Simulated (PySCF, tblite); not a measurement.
**C6H10BF3: geometry, infrared bands and NMR shifts**

Wanted: the infrared bands and NMR shifts of C6H10BF3 (`B[C@@H](CCC)C(F)=C(F)F`), by calculation.

Programs: tblite 0.8.0 and PySCF 2.14.0, with density-fitted response routines of our own. Each step states its level of theory. These are calculated values for one molecule in the gas phase, unless marked as measured. Atoms are numbered from 0 throughout.

### Step 1. The molecule as given

20 atoms, charge 0, multiplicity 1; geometry from: force field or distance geometry start.

Bonds of the start (Å): B0–C1 1.59, C1–C2 1.56, C2–C3 1.53, C3–C4 1.53, C1–C5 1.52, C5–F6 1.36, C5–C7 1.33, C7–F8 1.37, C7–F9 1.35, B0–H10 1.19, B0–H11 1.18, C1–H12 1.09, C2–H13 1.11, C2–H14 1.11, C3–H15 1.11, C3–H16 1.10, C4–H17 1.11, C4–H18 1.11, C4–H19 1.11.

### Step 2. Geometry optimisation with GFN2-xTB

Job settings and geometry (Å):

```
{"job": {"kind": "relax", "xc": "GFN2-xTB", "basis": "xTB"}, "charge": 0, "multiplicity": 1}
B     -1.918200     1.367300     1.071300
C     -0.979500     0.590700     0.044700
C      0.450700     0.422300     0.645900
C      1.423500    -0.158700    -0.387900
C      2.831000    -0.263600     0.208800
C     -1.599500    -0.761300    -0.253100
F     -1.762900    -1.650100     0.760100
C     -1.964800    -1.107200    -1.484200
F     -2.510600    -2.340700    -1.705100
F     -1.821100    -0.267000    -2.537300
H     -3.041800     1.619800     0.760300
H     -1.537800     1.703200     2.137000
H     -0.912200     1.217600    -0.848900
H      0.826000     1.424300     0.951500
H      0.405200    -0.215100     1.548100
H      1.091800    -1.183300    -0.666100
H      1.454000     0.478100    -1.284000
H      3.203200     0.741400     0.480200
H      2.834500    -0.912500     1.105500
H      3.523200    -0.694600    -0.550000
```

Launch:

```
> OMP_NUM_THREADS=1 python probes_run.py task.json out
```

This one command runs all jobs of the session in turn.

**Question.** This job is followed by: GFN2-xTB harmonic vibrations, gas phase; GIAO PBE0/pcSseg-1 NMR shielding, non-relativistic, gas phase. What will the session give for the following? strongest single infrared mode (GFN2-xTB); zero-point energy (GFN2-xTB); ¹³C shifts against TMS (PBE0/pcSseg-1); ¹H shifts against TMS (PBE0/pcSseg-1, means over atoms taken as alike); ¹¹B shifts against BF3·OEt2 (PBE0/pcSseg-1); ¹⁹F shifts against CFCl3 (PBE0/pcSseg-1).

As calculated:

| quantity | value |
| --- | --- |
| strongest single infrared mode (GFN2-xTB) | 1188 cm⁻¹, 185 km/mol |
| zero-point energy (GFN2-xTB) | 93.7 kcal/mol |
| ¹³C shifts against TMS (PBE0/pcSseg-1) | 167.0, 142.8, 48.6, 34.0, 28.1, 16.8 ppm |
| ¹H shifts against TMS (PBE0/pcSseg-1, means over atoms taken as alike) | 8.12, 1.97, 1.88, 1.87, 1.79, 1.20, 1.14 ppm |
| ¹¹B shifts against BF3·OEt2 (PBE0/pcSseg-1) | 93.7 ppm |
| ¹⁹F shifts against CFCl3 (PBE0/pcSseg-1) | -110.4, -128.8, -195.8 ppm |

What this shows: The optimisation took 83 steps and gained 0.301 eV; among the close pairs (by a distance rule), C7–F8 changed most, from 1.367 to 1.328 Å. No mode is imaginary among the 54: a minimum at this level. Unscaled tight-binding wavenumbers are off by several per cent, some by more. Its intensities can rank the bands wrongly. At PBE0/pcSseg-1: The largest span, 183 ppm, is at B0, where the paramagnetic term is -185 ppm.
